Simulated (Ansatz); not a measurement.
# BH3SeSn: up Jacob's ladder to CCSD(T)

How much do the methods differ for BH3SeSn? The plan is to run it at one geometry with functionals of several rungs and with coupled cluster. The yardstick is the atomisation energy at the CCSD(T) limit.

Computed with Ansatz 0.2.0, Gaussian basis. Level: functionals in def2-TZVPP, the program's frozen cores in correlated methods.

Plan: LDA (SPW92), PBE-D4, revPBE-D4, BLYP-D4, r2SCAN-D4, B97M-V, PBE0-D4, B3LYP-D4, r2SCANh-D4, r2SCAN0-D4, HSE06-D4, BHLYP-D4, CAM-B3LYP-D4, LC-ωPBE, ωB97X-V, ωB97M-V, B2PLYP, PBE-QIDH; CCSD(T)/def2-SVP; CCSD(T)/def2-TZVPP; MP2/def2-QZVPP; extrapolation to the limit; RPA on PBE.

1 further run of the same task is left out (for a known fault of the program).

## 1. The relaxed structure

The geometry comes from an earlier relaxation with PBE0-D4 in a triple-zeta def2 set; it is a stationary point. Sn takes the def2 core potential; no spin-orbit term is included.

SMILES `[BH]1[Se][SnH2]1`, 6 atoms, charge 0, spin multiplicity 1.

Atoms are counted from 1 here; the program's logs count them from 0.

Bond lengths: B1–Se2 1.867 Å, B1–Sn3 2.205 Å, B1–H4 1.185 Å, Se2–Sn3 2.670 Å, Sn3–H5 1.706 Å, Sn3–H6 1.706 Å. Angles: Se2–B1–Sn3 81.5°, Se2–B1–H4 137.6°, Sn3–B1–H4 140.9°, B1–Se2–Sn3 54.7°, B1–Sn3–Se2 43.7°, B1–Sn3–H5 123.6°, B1–Sn3–H6 123.6°, Se2–Sn3–H5 106.4°, Se2–Sn3–H6 106.4°, H5–Sn3–H6 109.2°.

## 2. LDA

This LDA is Slater exchange with PW92 correlation.

The input, in.yaml:

```yaml
crystal:
  periodic: [false, false, false]
  atoms:
    - {symbol: B, position_ang: [-0.793936, -1.028945, -0.348317]}
    - {symbol: Se, position_ang: [0.842323, -1.665231, 0.286222]}
    - {symbol: Sn, position_ang: [0.166702, 0.909463, 0.076359]}
    - {symbol: H, position_ang: [-1.808310, -1.481519, -0.760739]}
    - {symbol: H, position_ang: [1.329998, 1.630189, -0.941704]}
    - {symbol: H, position_ang: [0.305222, 1.572143, 1.641880]}
basis:
  gaussian: {orbitals: def2-TZVPP}
hamiltonian: {xc: lda}
output: {orbitals: {seedname: orbitals}}
```

Started as:

```bash
$ ansatz run in.yaml --threads 2 --pin off --events-out ev --progress --plain --max-ram 4352MiB
```

After this run come: PBE-D4 (GGA); revPBE-D4 (GGA); BLYP-D4 (GGA); r2SCAN-D4 (meta-GGA); B97M-V (meta-GGA); B3LYP-D4 (hybrid); r2SCANh-D4 (hybrid); r2SCAN0-D4 (hybrid); HSE06-D4 (hybrid); BHLYP-D4 (hybrid); CAM-B3LYP-D4 (range-separated); LC-ωPBE (range-separated); ωB97X-V (range-separated); ωB97M-V (range-separated); B2PLYP (double hybrid); PBE-QIDH (double hybrid); CCSD(T) in def2-SVP; CCSD(T) in def2-TZVPP; MP2 in def2-QZVPP; RPA on PBE orbitals.

**Question.** What will the summary of the whole plan be? Wanted: atomisation energy, CCSD(T)/CBS; farthest beyond LDA; mean size of error, GGA; mean size of error, meta-GGA; mean size of error, hybrid; mean size of error, range-separated; mean size of error, double hybrid; gap, smallest and largest; T1 diagnostic.

As calculated:

| quantity | value |
| --- | --- |
| atomisation energy, CCSD(T)/CBS | 388.8 kcal/mol |
| functionals within 3.9 kcal/mol (1.0 %) | PBE-D4, r2SCAN-D4, r2SCANh-D4, ωB97X-V |
| farthest beyond LDA | BHLYP-D4 (-17.2 kcal/mol) |
| mean size of error, GGA | 6.5 kcal/mol |
| mean size of error, meta-GGA | 2.9 kcal/mol |
| mean size of error, hybrid | 6.7 kcal/mol |
| mean size of error, range-separated | 8.4 kcal/mol |
| mean size of error, double hybrid | 8.8 kcal/mol |
| gap, smallest and largest | 3.06 eV (LDA (SPW92)), 9.23 eV (LC-ωPBE) |
| T1 diagnostic | 0.0162 |
| triples share of the correlation energy | 4.0 % |

In words: The LDA atomisation energy is off by 59.1 kcal/mol (15 %): it overbinds. PBE-D4 misses by +2.9 kcal/mol. Double hybrids carry the basis error of their MP2 part in triple zeta, and no dispersion term here, so their miss is partly the set-up's. By mean error the best rung here is meta-GGA (2.9 kcal/mol) and the worst beyond LDA is double hybrid (8.8 kcal/mol). Misses under about 3.9 kcal/mol are within the doubt on the reference itself, which lacks core-valence correlation, spin-orbit coupling and higher excitations, and its outer-core shells are covered unevenly. All levels share the lack of spin-orbit coupling, which lowers the free heavy atoms and so the true binding. Hartree-Fock recovers 68 % of the binding; the rest is correlation. CCSD(T) in def2-SVP is off by -32.0 kcal/mol, so the small basis spoils what the method gains. Orbital gaps span 3.1 to 9.2 eV; exact exchange widens them. Correlated methods include outer-core shells of Se, Sn, which these sets cover unevenly.
